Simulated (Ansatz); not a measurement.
**F2H6N2SSi2: up Jacob's ladder to CCSD(T)**

Aim: compute F2H6N2SSi2 with functionals from several rungs and with coupled cluster, and see how far each lands from CCSD(T) at the basis-set limit for the atomisation energy.

Method: functionals in def2-TZVPP, the program's frozen cores in correlated methods; program: Ansatz 0.2.0, Gaussian basis.

Plan: PBE-D4, r2SCAN-D4, PBE0-D4, B3LYP-D4, ωB97X-V, ωB97M-V, B2PLYP; CCSD(T)/def2-TZVPP; MP2/def2-QZVPP; extrapolation to the limit.

**1. The relaxed structure**

The geometry comes from an earlier relaxation with PBE0-D4 in a triple-zeta def2 set; it is a stationary point, not always the lowest conformer.

SMILES `N[Si@@H](F)S[Si@@H](N)F`, 13 atoms, charge 0, spin multiplicity 1.

Atoms are counted from 1 here; the program's logs count them from 0.

Bond lengths: N1–Si2 1.694 Å, N1–H8 1.008 Å, N1–H9 1.009 Å, Si2–F3 1.594 Å, Si2–S4 2.150 Å, Si2–H10 1.475 Å, S4–Si5 2.116 Å, Si5–N6 1.686 Å, Si5–F7 1.612 Å, Si5–H11 1.476 Å, N6–H12 1.006 Å, N6–H13 1.006 Å. Angles: Si2–N1–H8 120.2°, Si2–N1–H9 117.6°, H8–N1–H9 111.2°, N1–Si2–F3 107.3°, N1–Si2–S4 117.8°, N1–Si2–H10 109.1°, F3–Si2–S4 101.8°, F3–Si2–H10 110.8°, S4–Si2–H10 109.8°, Si2–S4–Si5 98.5°, S4–Si5–N6 107.6°, S4–Si5–F7 106.7°, S4–Si5–H11 115.0°, N6–Si5–F7 114.5°, N6–Si5–H11 108.7°, F7–Si5–H11 104.4°, Si5–N6–H12 122.5°, Si5–N6–H13 123.0° and more.

**2. PBE-D4 (GGA)**

in.yaml reads:

```yaml
crystal:
  periodic: [false, false, false]
  atoms:
    - {symbol: N, position_ang: [0.039166, 2.466904, -0.294956]}
    - {symbol: Si, position_ang: [-0.127177, 1.536389, 1.111223]}
    - {symbol: F, position_ang: [-1.061320, 2.352450, 2.111647]}
    - {symbol: S, position_ang: [-1.175179, -0.334164, 0.955831]}
    - {symbol: Si, position_ang: [0.329442, -1.454615, -0.022521]}
    - {symbol: N, position_ang: [-0.437398, -2.559057, -1.039838]}
    - {symbol: F, position_ang: [1.279443, -0.394373, -0.779437]}
    - {symbol: H, position_ang: [-0.777515, 2.822892, -0.766932]}
    - {symbol: H, position_ang: [0.751464, 2.193610, -0.954733]}
    - {symbol: H, position_ang: [1.205983, 1.314763, 1.702925]}
    - {symbol: H, position_ang: [1.241803, -2.191491, 0.873518]}
    - {symbol: H, position_ang: [-0.000479, -3.415427, -1.335390]}
    - {symbol: H, position_ang: [-1.268244, -2.337862, -1.561337]}
basis:
  gaussian: {orbitals: def2-TZVPP}
hamiltonian: {xc: pbe, dispersion: d4}
output: {forces: true, orbitals: {seedname: orbitals}}
```

On the command line:

```bash
> ansatz run in.yaml --threads 2 --pin off --events-out ev --progress --plain --max-ram 20480MiB --backend cuda --devices 0, --max-vram 18GiB
```

The runs that follow: r2SCAN-D4 (meta-GGA); PBE0-D4 (hybrid); B3LYP-D4 (hybrid); ωB97X-V (range-separated); ωB97M-V (range-separated); B2PLYP (double hybrid); CCSD(T) in def2-TZVPP; MP2 in def2-QZVPP.

Before running them: what should the planned runs give, taken together? Wanted: atomisation energy, CCSD(T)/CBS; farthest; mean size of error, hybrid; mean size of error, range-separated; gap, smallest and largest; T1 diagnostic; triples share of the correlation energy.

The runs gave:

```
                               quantity                                 value
        atomisation energy, CCSD(T)/CBS                       1156.3 kcal/mol
functionals within 5.8 kcal/mol (0.5 %)                      ωB97X-V, ωB97M-V
                               farthest               B2PLYP (-20.1 kcal/mol)
             mean size of error, hybrid                         10.7 kcal/mol
    mean size of error, range-separated                          3.2 kcal/mol
              gap, smallest and largest  5.74 eV (PBE-D4), 12.32 eV (ωB97X-V)
                          T1 diagnostic                                0.0114
triples share of the correlation energy                                 3.5 %
```

In words: PBE-D4 misses by +8.9 kcal/mol. Double hybrids carry the basis error of their MP2 part in triple zeta, and no dispersion term here, so their miss is partly the set-up's. Misses under about 5.8 kcal/mol are within the doubt on the reference itself, which lacks core-valence correlation, relativity and higher excitations. Hartree-Fock recovers 70 % of the binding; the rest is correlation. The gap grows from 5.7 to 12.3 eV across the functionals, mostly with the share of exact exchange.
